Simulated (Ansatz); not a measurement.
# AlB2N3: the cost of one run

Method: DFT PBE, scalar-relativistic, plane waves, PAW, in Ansatz 0.2.0.

## 1. The structure to begin with

The structure is hexagonal, space group P6/mmm (No. 191). The conventional cell has a = 4.159 Å, b = 4.159 Å, c = 4.502 Å, α = 90.00°, β = 90.00°, γ = 120.00°. Al (site symmetry 6/mmm) has 6 B at 2.40 Å as nearest neighbours. B (site symmetry -6m2) has 3 Al at 2.40 Å and 3 B at 2.40 Å as nearest neighbours. N (site symmetry mmm) has 4 N at 2.08 Å as nearest neighbours.

As a file:

```cif
data_structure
_symmetry_space_group_name_H-M 'P 1'
_symmetry_Int_Tables_number 1
_cell_length_a 4.1586
_cell_length_b 4.1586
_cell_length_c 4.5024
_cell_angle_alpha 90.000
_cell_angle_beta 90.000
_cell_angle_gamma 120.000
_cell_volume 67.43
loop_
_atom_site_label
_atom_site_type_symbol
_atom_site_fract_x
_atom_site_fract_y
_atom_site_fract_z
_atom_site_occupancy
Al1 Al 0.00000 0.00000 0.50000 1
B1 B 0.33333 0.66667 0.50000 1
B2 B 0.66667 0.33333 0.50000 1
N1 N 0.50000 0.00000 0.00000 1
N2 N 0.00000 0.50000 0.00000 1
N3 N 0.50000 0.50000 0.00000 1
```

Recipe of the guess: random cell by space group and Wyckoff sites (P6/mmm, No. 191). The dimensions are guesses.

## 2. The guess as it stands, on a coarse mesh

input.yaml reads:

```yaml
crystal:
  lattice:
    - [4.15857771, 0.0, 0.0]
    - [-2.07928885, 3.60143394, 0.0]
    - [0.0, 0.0, 4.50236578]
  atoms:
    - { symbol: Al, position: [0.0, 0.0, 0.5] }
    - { symbol: B, position: [0.33333333, 0.66666667, 0.5] }
    - { symbol: B, position: [0.66666667, 0.33333333, 0.5] }
    - { symbol: "N", position: [0.5, 0.0, 0.0] }
    - { symbol: "N", position: [0.0, 0.5, 0.0] }
    - { symbol: "N", position: [0.5, 0.5, 0.0] }
basis:
  ecutwfc: 420
kpoints:
  mp_grid: { grid: [6, 6, 4] }
hamiltonian:
  xc: pbe
scf:
  occupations: { method: gaussian, width: 0.1 }
  lower_state_search: "off"
output:
  forces: true
  stress: true
  eigenvalues: true
```

Command:

```
> ansatz run input.yaml --threads 1 --pin off --max-ram 2560MiB --backend cpu --events-out ev --progress --plain --runs-dir out
```

Q: Estimate wall time and peak memory on 1 thread of Arm Neoverse V2, shared host.

About 1.8 s, with a peak of 0.31 GiB.
